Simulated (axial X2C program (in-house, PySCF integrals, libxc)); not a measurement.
**SeBe⁻: bond curves with and without spin–orbit coupling**

What are the state, bond length, wavenumber and bond energy of SeBe⁻, and what does spin–orbit coupling change?

Program: an in-house X2C program for linear molecules on PySCF integrals. Level of theory: all-electron X2C, Se dyall-acv3z, Be dyall-av3z. These are calculated values, not measurements.

## Step 1: The job

Contents of task.json:

```json
{"zs": [34, 4], "q": -1, "bas": ["dyall-acv3z", "dyall-av3z"], "levels": ["PBE0", "HF", "PBE"], "cc": true, "r0": 1.97, "thr": -2.0, "nmax": 90, "npts": 10, "nst": 2, "ntry": 6}
```

Keys: zs atomic numbers; q charge; bas basis sets; levels methods (HF also brings MP2); cc coupled cluster on or off; r0 starting distance in Å; thr threshold in hartree for freezing inner shells (an s shell follows its p shell); nmax most natural virtual spinors; npts points asked for on the curve; nst determinants followed; ntry starts of the search.

Started as:

```
> python so2c.py task.json out
```

Spin-free means the one-electron spin-free X2C Hamiltonian; two-component (2c) means X2C with spin–orbit coupling and atomic mean-field two-electron Coulomb and Gaunt terms. Basis: Se dyall-acv3z contracted to [9s10p7d5f1g], Be dyall-av3z contracted to [9s9p4d2f]; Gaussian nuclei, density fitting. Masses: Se 79.917 u, Be 9.012 u.

Notation: σ, π±, δ± give the projection m of an orbital's angular momentum (0, ±1, ±2), α and β its spin, Λ and M_S the sums; ω is the projection of a spinor's total angular momentum and Ω the sum. Logs are in hartree.

The results follow Hamiltonian by Hamiltonian and level by level.

## Step 2: Which state to follow

Determinants are compared with PBE0 at 1.970 Å.

Spin-free determinants:

| ΔE (eV) | state | open shells |
| --- | --- | --- |
| 0.00 | M_S = 1/2, Λ = 0 | beyond closed shells: σα |
| 2.26 | M_S = 1/2, Λ = 1 | beyond closed shells: π+α, π+β, π-α |
| 2.67 | M_S = 1/2, Λ = 1 | beyond closed shells: π+α |
| 3.17 | M_S = 3/2, Λ = 0 | beyond closed shells: σα, π+α, π+β, 2 × π-α |
| 3.17 | M_S = 3/2, Λ = 2 | beyond closed shells: σα, 2 × π+α, π+β, π-α |
| 3.31 | M_S = 3/2, Λ = 1 | beyond closed shells: 2 × σα, π+α, π+β, π-α |
| 3.35 | M_S = 1/2, Λ = 1 | beyond closed shells: 2 × σα, π+α, π+β, π-β |

Two-component determinants:

```
ΔE (eV)    state                                  open shells
   0.00  Ω = 1/2                excess of +ω over −ω: ω = 1/2
   2.16  Ω = 3/2                excess of +ω over −ω: ω = 3/2
   2.67  Ω = 3/2                excess of +ω over −ω: ω = 3/2
   3.08  Ω = 7/2   excess of +ω over −ω: ω = 1/2, 2 × ω = 3/2
   3.21  Ω = 5/2   excess of +ω over −ω: 2 × ω = 1/2, ω = 3/2
   3.25  Ω = 1/2  excess of +ω over −ω: 2 × ω = -1/2, ω = 3/2
   3.27  Ω = 5/2  excess of +ω over −ω: ω = -1/2, 2 × ω = 3/2
```

## Step 3: PBE0, spin-free

State followed: M_S = 1/2, Λ = 0 (beyond closed shells: σα). The scan is laid around 1.940 Å, a first estimate of the minimum, and this SCF restarts from the orbitals of the search.

The SCF at the reference distance of 1.940 Å:

```text
spin-free X2C-1e  PBE0
basis functions 188  fitting functions 945  grid points 5077
iter        total energy     max residual
   1      -2441.232473553     4.15e+00
   2      -2444.390082976     3.60e-02
   3      -2444.268513193     7.69e-02
   4      -2444.448534998     8.29e-03
   5      -2444.450264674     4.72e-03
   6      -2444.451112413     4.95e-04
   7      -2444.451123082     1.85e-04
   8      -2444.451124163     3.96e-05
   9      -2444.451124297     2.48e-05
  10      -2444.451124324     8.74e-06
  11      -2444.451124328     2.05e-06
  12      -2444.451124329     2.22e-07
converged
one-electron -3483.13925445  Coulomb 1092.97904320  exact exchange -22.44294175  xc functional -68.94493045  nuclear repulsion 37.09695912
```

Along the bond, energies from the lowest point:

| R (Å) | E (eV) | μ (D) | HOMO (eV) | LUMO (eV) | iterations |
| --- | --- | --- | --- | --- | --- |
| 1.688 | 0.7590 | -3.04 | -0.21 | 2.17 | 14 |
| 1.765 | 0.3186 | -2.86 | -0.33 | 2.17 | 14 |
| 1.824 | 0.1268 | -2.71 | -0.41 | 2.17 | 14 |
| 1.882 | 0.0270 | -2.57 | -0.50 | 2.16 | 14 |
| 1.940 | 0.0000 | -2.42 | -0.58 | 2.16 | 12 |
| 2.008 | 0.0398 | -2.26 | -0.68 | 2.16 | 14 |
| 2.076 | 0.1374 | -2.10 | -0.76 | 2.15 | 14 |
| 2.163 | 0.3233 | -1.90 | -0.86 | 2.15 | 14 |
| 2.270 | 0.6083 | -1.70 | -0.82 | 2.02 | 15 |
| 2.425 | 1.0731 | -1.48 | -0.72 | 1.81 | 15 |

Dipoles are positive if Be is the positive end and refer to the centre of mass.

Outer orbitals at the reference distance:

```
symmetry  occupied  ε (eV)              atomic character
      σα       yes  -12.49   66% Se s, 15% Be p, 8% Be s
      σβ       yes  -12.43   66% Se s, 15% Be p, 8% Be s
      σα       yes   -3.14   65% Se p, 24% Be s, 4% Be p
      σβ       yes   -2.77   70% Se p, 16% Be s, 6% Be p
     π-α       yes   -1.15   68% Se p, 21% Be p, 7% Be d
     π+α       yes   -1.15   68% Se p, 21% Be p, 7% Be d
     π-β       yes   -1.15   70% Se p, 17% Be p, 8% Be d
     π+β       yes   -1.15   70% Se p, 17% Be p, 8% Be d
      σα       yes   -0.58  44% Be p, 32% Be s, 13% Se p
      σα        no    2.16            87% Be p, 10% Be s
      σβ        no    2.31            65% Be p, 33% Be s
     π-α        no    2.32                      99% Be p
     π+α        no    2.32                      99% Be p
```

PBE0 fields in the half plane through the axis: z from -2.4 to 4.2 Å across, distance from the axis 0.15 to 2.25 Å upwards; Se lies at z = 0 and Be at z = 1.940 Å; the ELF is damped to zero where the density is low.

log10 density (e/bohr³). Ten even steps from '0' (-4.05 ) to '9' (1.42 ):
```
00011122222222111111100
00112223333222222221111
01122333333333322222211
11223344444433333332221
11233445554444433333222
12234455555544444433322
12334566766555554443322
12344568986555775443332
```

ELF. Ten even steps from '0' (0.00 ) to '9' (1.00 ):
```
00001233333221122344320
00012445554432235677753
00134566666544356899986
01245777777665458999998
01357788777776458999999
02467874346785116999999
02468732423781001999999
12578617271770991899999
```

Re = 1.936 Å, ωe = 757 cm⁻¹, ωexe = 3.86 cm⁻¹, Be = 0.5553 cm⁻¹, De = 3.39 eV, μ = -2.43 D.

## Step 4: HF, spin-free

The SCF at the reference distance of 1.940 Å:

```text
spin-free X2C-1e  HF
basis functions 188  fitting functions 945  grid points 5077
iter        total energy     max residual
   1      -2442.835019125     1.58e-01
   2      -2442.853013613     5.76e-03
   3      -2442.853831157     3.41e-03
   4      -2442.854015730     1.53e-03
   5      -2442.854088447     7.11e-04
   6      -2442.854114842     2.60e-04
   7      -2442.854120819     1.82e-04
   8      -2442.854124231     1.15e-04
   9      -2442.854125637     5.76e-05
  10      -2442.854126084     2.22e-05
  11      -2442.854126151     4.87e-06
  12      -2442.854126156     2.07e-06
  13      -2442.854126156     6.94e-07
converged
one-electron -3483.42273242  Coulomb 1093.33374354  exact exchange -89.86209639  xc functional 0.00000000  nuclear repulsion 37.09695912
```

Re = 1.943 Å, ωe = 773 cm⁻¹, ωexe = 3.69 cm⁻¹, Be = 0.5516 cm⁻¹, De = 2.62 eV, μ = -1.63 D.

## Step 5: PBE, spin-free

Output at 1.940 Å:

```text
spin-free X2C-1e  PBE
basis functions 188  fitting functions 945  grid points 5077
iter        total energy     max residual
   1      -2444.401738178     5.71e-02
   2      -2444.403276150     6.42e-03
   3      -2444.397088335     1.50e-02
   4      -2444.404399404     1.84e-03
   5      -2444.404494597     5.64e-04
   6      -2444.404503209     6.86e-05
   7      -2444.404503379     9.33e-06
   8      -2444.404503382     7.50e-06
   9      -2444.404503384     9.30e-07
converged
one-electron -3482.59602118  Coulomb 1092.40224213  exact exchange 0.00000000  xc functional -91.30768345  nuclear repulsion 37.09695912
```

Re = 1.948 Å, ωe = 732 cm⁻¹, ωexe = 3.93 cm⁻¹, Be = 0.5483 cm⁻¹, De = 3.47 eV, μ = -2.75 D.

## Step 6: MP2 and beyond, spin-free

Correlated methods: 9 electrons correlated (frozen shells, counted by type: Se 3 s, 2 p, 1 d; Be 1 s), 255 virtual spinors in MP2, 89 natural virtuals in coupled cluster.

Output of the correlated part at 1.940 Å:

```text
correlated 9  virtual 255  natural virtual 89  E(MP2) -0.194760216  MP2 remainder -0.006073439
iter   CCSD correlation   residual
   1     -0.197981328   1.01e-01
   2     -0.202914930   4.12e-02
   3     -0.204168855   1.82e-02
   4     -0.204206643   7.22e-03
   5     -0.204260751   2.32e-03
   6     -0.204264051   8.96e-04
   7     -0.204266034   3.48e-04
   8     -0.204266560   1.24e-04
   9     -0.204265861   4.44e-05
  10     -0.204266222   1.56e-05
  11     -0.204266229   4.54e-06
(T) -0.011828896  T1 0.0256  D1 0.0354  max T2 0.048
```

T1 in the output is the amplitude norm over the root of the electron number; divide by √2 for the Lee–Taylor value.

MP2: Re = 1.947 Å, ωe = 761 cm⁻¹, Be = 0.5493 cm⁻¹, De = 3.37 eV.

CCSD: Re = 1.944 Å, ωe = 761 cm⁻¹, ωexe = 4.12 cm⁻¹, Be = 0.5505 cm⁻¹, De = 2.87 eV. T1 at Re = 0.018 (Lee–Taylor, the printed value over √2).

CCSD(T): Re = 1.950 Å, ωe = 750 cm⁻¹, ωexe = 4.12 cm⁻¹, Be = 0.5472 cm⁻¹, De = 3.01 eV. T1 at Re = 0.018 (Lee–Taylor, the printed value over √2).

## Step 7: A higher determinant, spin-free

State: M_S = 1/2, Λ = 1 (beyond closed shells: π+α, π+β, π-α).

Output at the reference distance:

```text
spin-free X2C-1e  PBE0
basis functions 188  fitting functions 945  grid points 5077
iter        total energy     max residual
   1      -2440.910673747     4.05e+00
   2      -2444.318526153     3.60e-02
   3      -2444.312993509     4.67e-02
   4      -2444.364532377     3.87e-03
   5      -2444.365061487     1.89e-03
   6      -2444.365200603     6.23e-04
   7      -2444.365216807     7.79e-05
   8      -2444.365217023     2.48e-05
   9      -2444.365217059     3.92e-06
  10      -2444.365217061     1.56e-06
  11      -2444.365217062     8.42e-07
converged
one-electron -3479.85559218  Coulomb 1089.71363887  exact exchange -22.42848950  xc functional -68.89173337  nuclear repulsion 37.09695912
```

| R (Å) | E above the lowest PBE0 point (eV) |
| --- | --- |
| 1.688 | 3.802 |
| 1.765 | 3.141 |
| 1.824 | 2.787 |
| 1.882 | 2.525 |
| 1.940 | 2.338 |
| 2.008 | 2.191 |
| 2.076 | 2.104 |
| 2.163 | 2.055 |
| 2.270 | 2.058 |

No constants are quoted: too few points lie around the minimum for a second fit to confirm the first.

## Step 8: The spin-free curves together

Energy (eV) of the followed determinant, spin-free, from each level's lowest point:

| R (Å) | PBE0 | HF | MP2 | CCSD | CCSD(T) | PBE |
| --- | --- | --- | --- | --- | --- | --- |
| 1.688 | 0.759 | 0.832 | 0.841 | n/a | n/a | 0.800 |
| 1.765 | 0.319 | 0.359 | 0.367 | 0.358 | 0.375 | 0.349 |
| 1.824 | 0.127 | 0.149 | 0.155 | 0.150 | 0.161 | 0.149 |
| 1.882 | 0.027 | 0.036 | 0.039 | 0.037 | 0.043 | 0.038 |
| 1.940 | 0.000 | 0.000 | 0.000 | 0.000 | 0.000 | 0.000 |
| 2.008 | 0.040 | 0.035 | 0.029 | 0.032 | 0.025 | 0.026 |
| 2.076 | 0.137 | 0.132 | 0.120 | 0.124 | 0.110 | 0.108 |
| 2.163 | 0.323 | 0.322 | 0.303 | 0.305 | 0.282 | 0.274 |
| 2.270 | 0.608 | 0.618 | 0.595 | n/a | n/a | 0.534 |
| 2.425 | 1.073 | 1.092 | 1.110 | n/a | n/a | 0.966 |

## Step 9: PBE0, 2c

State followed: Ω = 1/2 (excess of +ω over −ω: ω = 1/2). The scan is laid around 1.940 Å, a first estimate of the minimum, and this SCF restarts from the orbitals of the search.

Output at 1.940 Å:

```text
two-component X2C + atomic mean field  PBE0
basis functions 188  fitting functions 945  grid points 5077
iter        total energy     max residual
   1      -2440.104998628     4.16e+00
   2      -2443.569114494     3.59e-02
   3      -2443.449114523     7.65e-02
   4      -2443.627148228     8.29e-03
   5      -2443.628851553     4.74e-03
   6      -2443.629689925     4.82e-04
   7      -2443.629700384     1.84e-04
   8      -2443.629701418     3.95e-05
   9      -2443.629701550     2.51e-05
  10      -2443.629701576     9.16e-06
  11      -2443.629701581     2.14e-06
  12      -2443.629701582     2.28e-07
converged
one-electron -3481.00591603  Coulomb 1092.52751884  exact exchange -22.43427357  xc functional -68.91830323  nuclear repulsion 37.09695912  atomic mean-field constant -0.89568671
```

Along the bond, energies from the lowest point:

| R (Å) | E (eV) | μ (D) | HOMO (eV) | LUMO (eV) | iterations |
| --- | --- | --- | --- | --- | --- |
| 1.688 | 0.7598 | -3.05 | -0.20 | 2.19 | 14 |
| 1.765 | 0.3192 | -2.87 | -0.32 | 2.19 | 14 |
| 1.824 | 0.1274 | -2.72 | -0.41 | 2.18 | 14 |
| 1.882 | 0.0273 | -2.58 | -0.49 | 2.18 | 14 |
| 1.940 | 0.0000 | -2.43 | -0.58 | 2.18 | 12 |
| 2.008 | 0.0394 | -2.27 | -0.66 | 2.17 | 14 |
| 2.076 | 0.1365 | -2.11 | -0.74 | 2.17 | 14 |
| 2.163 | 0.3216 | -1.92 | -0.82 | 2.15 | 14 |
| 2.270 | 0.6054 | -1.72 | -0.73 | 2.02 | 15 |
| 2.425 | 1.0676 | -1.52 | -0.63 | 1.81 | 15 |

Dipoles are positive if Be is the positive end and refer to the centre of mass.

Outer spinors at the reference distance:

```json
{"ω": "1/2", "occupied": "yes", "ε (eV)": "-12.50", "atomic character": "66% Se s, 15% Be p, 8% Be s", "λ mixture": "100% σ"}
{"ω": "-1/2", "occupied": "yes", "ε (eV)": "-12.44", "atomic character": "66% Se s, 15% Be p, 8% Be s", "λ mixture": "100% σ"}
{"ω": "1/2", "occupied": "yes", "ε (eV)": "-3.15", "atomic character": "65% Se p, 24% Be s, 4% Be p", "λ mixture": "100% σ"}
{"ω": "-1/2", "occupied": "yes", "ε (eV)": "-2.79", "atomic character": "70% Se p, 16% Be s, 6% Be p", "λ mixture": "99% σ, 1% π"}
{"ω": "1/2", "occupied": "yes", "ε (eV)": "-1.25", "atomic character": "70% Se p, 17% Be p, 8% Be d", "λ mixture": "98% π, 2% σ"}
{"ω": "-1/2", "occupied": "yes", "ε (eV)": "-1.25", "atomic character": "69% Se p, 20% Be p, 7% Be d", "λ mixture": "99% π, 1% σ"}
{"ω": "3/2", "occupied": "yes", "ε (eV)": "-1.06", "atomic character": "67% Se p, 21% Be p, 7% Be d", "λ mixture": "100% π"}
{"ω": "-3/2", "occupied": "yes", "ε (eV)": "-1.05", "atomic character": "70% Se p, 18% Be p, 8% Be d", "λ mixture": "100% π"}
{"ω": "1/2", "occupied": "yes", "ε (eV)": "-0.58", "atomic character": "44% Be p, 32% Be s, 14% Se p", "λ mixture": "99% σ, 1% π"}
{"ω": "1/2", "occupied": "no", "ε (eV)": "2.18", "atomic character": "90% Be p, 9% Be s", "λ mixture": "100% σ"}
{"ω": "-1/2", "occupied": "no", "ε (eV)": "2.32", "atomic character": "96% Be p, 2% Be s", "λ mixture": "94% π, 6% σ"}
{"ω": "3/2", "occupied": "no", "ε (eV)": "2.32", "atomic character": "99% Be p", "λ mixture": "100% π"}
{"ω": "-1/2", "occupied": "no", "ε (eV)": "2.33", "atomic character": "68% Be p, 29% Be s", "λ mixture": "94% σ, 6% π"}
```

PBE0 fields in the half plane through the axis: z from -2.4 to 4.2 Å across, distance from the axis 0.15 to 2.25 Å upwards; Se lies at z = 0 and Be at z = 1.940 Å; the ELF is damped to zero where the density is low.

log10 density (e/bohr³). Ten even steps from '0' (-4.05 ) to '9' (1.42 ):
```
00011122222222111111100
00112223333222222221111
01122333333333322222211
11223344444433333332221
11233445554444433333222
12234455555544444433322
12334566766555554443322
12344568986555775443332
```

ELF. Ten even steps from '0' (0.00 ) to '9' (1.00 ):
```
00001233333221122444320
00012445554432235677753
00124566666544356899986
01245777777665458999998
01357788777776458999999
02467874346785116999999
02468732423781001999999
12578617271770991899999
```

Re = 1.936 Å, ωe = 756 cm⁻¹, ωexe = 3.88 cm⁻¹, Be = 0.5551 cm⁻¹, De = 3.36 eV, μ = -2.44 D.

## Step 10: HF, 2c

The SCF at the reference distance of 1.940 Å:

```text
two-component X2C + atomic mean field  HF
basis functions 188  fitting functions 945  grid points 5077
iter        total energy     max residual
   1      -2442.014219053     1.58e-01
   2      -2442.032201932     5.81e-03
   3      -2442.033020246     3.40e-03
   4      -2442.033204945     1.53e-03
   5      -2442.033278196     7.10e-04
   6      -2442.033305037     2.67e-04
   7      -2442.033311182     1.84e-04
   8      -2442.033314728     1.23e-04
   9      -2442.033316188     6.27e-05
  10      -2442.033316647     2.49e-05
  11      -2442.033316716     4.98e-06
  12      -2442.033316721     2.08e-06
  13      -2442.033316721     6.68e-07
converged
one-electron -3481.28796461  Coulomb 1092.88074969  exact exchange -89.82737421  xc functional 0.00000000  nuclear repulsion 37.09695912  atomic mean-field constant -0.89568671
```

Re = 1.943 Å, ωe = 772 cm⁻¹, ωexe = 3.71 cm⁻¹, Be = 0.5514 cm⁻¹, De = 2.53 eV, μ = -1.64 D.

## Step 11: PBE, 2c

The SCF at the reference distance of 1.940 Å:

```text
two-component X2C + atomic mean field  PBE
basis functions 188  fitting functions 945  grid points 5077
iter        total energy     max residual
   1      -2443.580119161     5.70e-02
   2      -2443.581661336     6.48e-03
   3      -2443.575508329     1.52e-02
   4      -2443.582777660     1.87e-03
   5      -2443.582873449     5.71e-04
   6      -2443.582882016     6.91e-05
   7      -2443.582882184     9.63e-06
   8      -2443.582882187     7.71e-06
   9      -2443.582882189     9.60e-07
converged
one-electron -3480.46310342  Coulomb 1091.95114551  exact exchange 0.00000000  xc functional -91.27219669  nuclear repulsion 37.09695912  atomic mean-field constant -0.89568671
```

Re = 1.949 Å, ωe = 732 cm⁻¹, ωexe = 3.95 cm⁻¹, Be = 0.5481 cm⁻¹, De = 3.44 eV, μ = -2.76 D.

## Step 12: MP2 and beyond, 2c

Correlated methods: 9 electrons correlated (frozen shells, counted by type: Se 3 s, 2 p, 1 d; Be 1 s), 255 virtual spinors in MP2, 90 natural virtuals in coupled cluster.

Output of the correlated part at 1.940 Å:

```text
correlated 9  virtual 255  natural virtual 90  E(MP2) -0.194681467  MP2 remainder -0.005911644
iter   CCSD correlation   residual
   1     -0.198048899   1.01e-01
   2     -0.202981553   4.13e-02
   3     -0.204245660   1.83e-02
   4     -0.204285394   7.31e-03
   5     -0.204340537   2.38e-03
   6     -0.204343975   9.30e-04
   7     -0.204346112   3.63e-04
   8     -0.204346647   1.27e-04
   9     -0.204345924   4.56e-05
  10     -0.204346290   1.62e-05
  11     -0.204346297   4.85e-06
(T) -0.011849411  T1 0.0258  D1 0.0372  max T2 0.046
```

MP2: Re = 1.947 Å, ωe = 760 cm⁻¹, Be = 0.5491 cm⁻¹, De = 3.28 eV.

CCSD: Re = 1.945 Å, ωe = 760 cm⁻¹, ωexe = 4.15 cm⁻¹, Be = 0.5503 cm⁻¹, De = 2.78 eV. T1 at Re = 0.018 (Lee–Taylor, the printed value over √2).

CCSD(T): Re = 1.951 Å, ωe = 750 cm⁻¹, ωexe = 4.15 cm⁻¹, Be = 0.547 cm⁻¹, De = 2.92 eV. T1 at Re = 0.018 (Lee–Taylor, the printed value over √2).

## Step 13: A higher determinant, 2c

State: Ω = 3/2 (excess of +ω over −ω: ω = 3/2).

Output at the reference distance:

```text
two-component X2C + atomic mean field  PBE0
basis functions 188  fitting functions 945  grid points 5077
iter        total energy     max residual
   1      -2439.753338338     4.07e+00
   2      -2443.501124397     3.58e-02
   3      -2443.496672643     4.64e-02
   4      -2443.546699090     3.88e-03
   5      -2443.547239484     1.69e-03
   6      -2443.547347519     6.41e-04
   7      -2443.547364725     6.92e-05
   8      -2443.547364883     2.46e-05
   9      -2443.547364915     4.10e-06
  10      -2443.547364917     1.36e-06
converged
one-electron -3477.78230233  Coulomb 1089.32004169  exact exchange -22.42014671  xc functional -68.86622997  nuclear repulsion 37.09695912  atomic mean-field constant -0.89568671
```

| R (Å) | E above the lowest PBE0 point (eV) |
| --- | --- |
| 1.688 | 3.704 |
| 1.765 | 3.044 |
| 1.824 | 2.689 |
| 1.882 | 2.428 |
| 1.940 | 2.240 |
| 2.008 | 2.094 |
| 2.076 | 2.007 |
| 2.163 | 1.957 |
| 2.270 | 1.961 |

No constants are quoted: too few points lie around the minimum for a second fit to confirm the first.

## Step 14: The 2c curves together

Energy (eV) of the followed determinant, 2c, from each level's lowest point:

| R (Å) | PBE0 | HF | MP2 | CCSD | CCSD(T) | PBE |
| --- | --- | --- | --- | --- | --- | --- |
| 1.688 | 0.760 | 0.833 | 0.842 | n/a | n/a | 0.801 |
| 1.765 | 0.319 | 0.359 | 0.367 | 0.359 | 0.375 | 0.350 |
| 1.824 | 0.127 | 0.149 | 0.156 | 0.150 | 0.161 | 0.149 |
| 1.882 | 0.027 | 0.036 | 0.040 | 0.037 | 0.043 | 0.039 |
| 1.940 | 0.000 | 0.000 | 0.000 | 0.000 | 0.000 | 0.000 |
| 2.008 | 0.039 | 0.034 | 0.029 | 0.031 | 0.024 | 0.025 |
| 2.076 | 0.137 | 0.131 | 0.120 | 0.123 | 0.109 | 0.107 |
| 2.163 | 0.322 | 0.320 | 0.302 | 0.303 | 0.280 | 0.272 |
| 2.270 | 0.605 | 0.615 | 0.593 | n/a | n/a | 0.532 |
| 2.425 | 1.068 | 1.085 | 1.108 | n/a | n/a | 0.962 |

Time for the job: 2.7 min (1 thread of Arm Neoverse N1, shared host).

## Step 15: Results

Lowest determinant that the search found at its distance, spin-free: M_S = 1/2, Λ = 0 (beyond closed shells: σα).

Lowest determinant that the search found at its distance, 2c: Ω = 1/2 (excess of +ω over −ω: ω = 1/2).

```tsv
Hamiltonian	level	Re (Å)	ωe (cm⁻¹)	De (eV)	μ (D)
spin-free	PBE0	1.936	757	3.39	-2.43
spin-free	HF	1.943	773	2.62	-1.63
spin-free	MP2	1.947	761	3.37	n/a
spin-free	CCSD	1.944	761	2.87	n/a
spin-free	CCSD(T)	1.950	750	3.01	n/a
spin-free	PBE	1.948	732	3.47	-2.75
2c	PBE0	1.936	756	3.36	-2.44
2c	HF	1.943	772	2.53	-1.64
2c	MP2	1.947	760	3.28	n/a
2c	CCSD	1.945	760	2.78	n/a
2c	CCSD(T)	1.951	750	2.92	n/a
2c	PBE	1.949	732	3.44	-2.76
```

Dipoles are positive if Be is the positive end and refer to the centre of mass.

Time per point (s) on 1 thread of Arm Neoverse N1, shared host (2c runs; CCSD comes with the CCSD(T) run); the times are rough: PBE0 1.1, HF 0.69, MP2 0.91, CCSD(T) 4.7, PBE 0.55.

At CCSD(T), going from spin-free to two-component changes Re by 0 mÅ, ωe by -0.1 %, which is small (part of it comes from the scalar share of the two-electron terms). De moves by -0.09 eV; both De rest on single-determinant atoms, which can miss part of an open shell's spin–orbit lowering.

De refers to Se- + Be, each in the lowest determinant found, which need not be this curve's own limit. The state is a single determinant with fixed occupations, the lowest that a limited PBE0 search found. De is counted from the lowest determinant-based energies of the atoms at the same level, without counterpoise correction. Density functionals use the spin component along the axis (collinear). CCSD and (T) use frozen natural virtuals with an MP2 correction for the truncation.
